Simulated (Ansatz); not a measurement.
# CoN+ (quartet): geometry optimisation

Aim: relax a generated start of CoN+ (quartet) and see which bonds hold.

Program: Ansatz 0.2.0, Gaussian basis. Level of theory: UKS PBE0/def2-TZVP. These are calculated values, not measurements.

## 1. Where the work starts

2 atoms, charge 1, spin multiplicity 4.

Atoms are counted from 1 here; the program's logs count them from 0.

Bond lengths: Co1–N2 1.970 Å.

Coordinates:

```xyz
2

Co    0.0000    0.0000    0.0000
N     0.0000    0.0000    1.9700
```

The start is set by covalent radii. Sticks and bond lists go by distance. 

## 2. The run

Input file in.yaml:

```yaml
crystal:
  periodic: [false, false, false]
  atoms:
    - {symbol: Co, position_ang: [0.000000, 0.000000, 0.000000]}
    - {symbol: N, position_ang: [0.000000, 0.000000, 1.970000]}
basis:
  gaussian: {orbitals: def2-TZVP}
total_charge: 1
magnetization: {spin_polarized: true, initial_magnetization: 3}
hamiltonian: {xc: pbe0}
relax: {f_tol: 0.004, max_steps: 80}
```

On the command line:

```console
> ansatz run in.yaml --threads 1 --pin off --events-out ev --progress --plain --max-ram 2176MiB
```

Q: Predict the outcome of this session. Wanted: energy gained; shift from the start; total energy; ⟨S²⟩.

The runs gave:

| quantity | value |
| --- | --- |
| steps | 5 |
| energy gained | 0.443 eV |
| shift from the start (rms) | 0.148 Å |
| total energy | -39097.1525 eV |
| ⟨S²⟩ | 4.282 |

The bonds of the start are those of the end. Co1–N2 went from 1.970 to 1.674 Å. The determinant is spin-contaminated (excess 0.53). No vibrations were run, so this is a stationary point, not a proven minimum, and this spin need not be the ground state's.
